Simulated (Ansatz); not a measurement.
A nudged elastic band was laid between two geometries of a periodic cell of 17 atoms, Si₁₆Ge (host Si, host structure diamond, interstitial Ge).

All numbers below come from DFT PBE-D3(BJ), scalar-relativistic, plane waves, PAW in Ansatz. Settings: PAW set soft_1, cutoff 420 eV, k mesh 2x2x2, gaussian smearing 0.05 eV, no spin polarisation.

- movable images: 5
- climbing image: yes
- spring: 5.0 eV/Å²
- optimiser: quadratic models (default)
- start path: IDPP
- force threshold: 0.05 eV/Å
- iteration limit: 68
- end points: relaxed

Image 0:

```xyz
17
Lattice="0.0000 5.4300 5.4300 5.4300 0.0000 5.4300 5.4300 5.4300 0.0000" Properties=species:S:1:pos:R:3
Si -0.046 0.039 -0.041
Si 1.353 1.403 1.358
Si 2.719 2.705 -0.006
Si 4.020 4.069 1.360
Si 2.751 0.038 2.758
Si 4.065 1.353 4.075
Si 5.383 2.669 2.761
Si 6.783 4.069 4.123
Si -0.010 2.706 2.723
Si 1.354 4.070 4.026
Si 2.719 5.435 2.724
Si 4.070 6.786 4.074
Si 2.751 2.670 5.390
Si 4.115 4.070 6.789
Si 5.419 5.434 5.425
Si 6.783 6.736 6.790
Ge 6.780 9.498 6.790
```

Image 6:

```xyz
17
Lattice="0.0000 5.4300 5.4300 5.4300 0.0000 5.4300 5.4300 5.4300 0.0000" Properties=species:S:1:pos:R:3
Si 0.001 0.002 0.001
Si 1.350 1.351 1.350
Si 2.716 2.717 0.050
Si 4.082 4.083 1.350
Si 2.716 0.051 2.716
Si 4.082 1.351 4.081
Si 5.382 2.717 2.715
Si 6.745 4.115 4.115
Si 0.050 2.717 2.716
Si 1.350 4.083 4.081
Si 2.716 5.383 2.715
Si 4.114 6.747 4.114
Si 2.716 2.717 5.381
Si 4.115 4.115 6.745
Si 5.431 5.433 5.431
Si 6.747 6.748 6.747
Ge 8.147 8.149 8.146
```

Which bonds break or form, and what moves?

Contacts lost: Si1–Ge17. Contacts made: Si12–Ge17. The atom that moves furthest is Ge17, by 2.35 Å.

What energy profile does the band end with?

It converged. The highest image is number 3 of 0 to 6, 0.34 eV above the ends, which have the same energy within 2 meV. By the program's own check the climbing image is a first-order saddle point (lowest curvatures found: -0.40 and 1.00 eV/Å²). Limits of this set-up: coarse k mesh.

| image | path coordinate (Å) | energy (eV) | Si1–Ge17 (Å) | Si12–Ge17 (Å) |
| --- | --- | --- | --- | --- |
| 0 | 0.00 | 0.00 | 2.42 | 4.70 |
| 1 | 0.65 | 0.15 | 2.48 | 4.16 |
| 2 | 1.30 | 0.33 | 2.74 | 3.52 |
| 3 | 1.95 | 0.34 | 3.37 | 2.82 |
| 4 | 2.43 | 0.30 | 3.87 | 2.55 |
| 5 | 2.91 | 0.08 | 4.30 | 2.46 |
| 6 | 3.39 | 0.00 | 4.70 | 2.42 |

What is the geometry of the highest image?


```xyz
17
Lattice="0.0000 5.4300 5.4300 5.4300 0.0000 5.4300 5.4300 5.4300 0.0000" Properties=species:S:1:pos:R:3
Si 0.204 -0.206 0.207
Si 1.432 1.360 1.435
Si 2.629 2.799 0.047
Si 4.067 3.995 1.435
Si 2.815 0.096 2.818
Si 4.270 1.157 4.273
Si 5.333 2.612 2.817
Si 6.656 4.203 4.236
Si 0.045 2.798 2.633
Si 1.433 3.995 4.071
Si 2.630 5.383 2.633
Si 3.779 7.079 3.782
Si 2.815 2.612 5.337
Si 4.234 4.202 6.660
Si 5.158 5.700 5.161
Si 6.656 6.623 6.659
Ge 7.579 8.708 7.582
```

The band took 22 iterations and about 16 core-minutes.

The run took 16 min on 1 thread of Intel(R) Xeon(R) CPU @ 2.60GHz (Ice Lake) (shared host), peak memory 0.99 GiB.
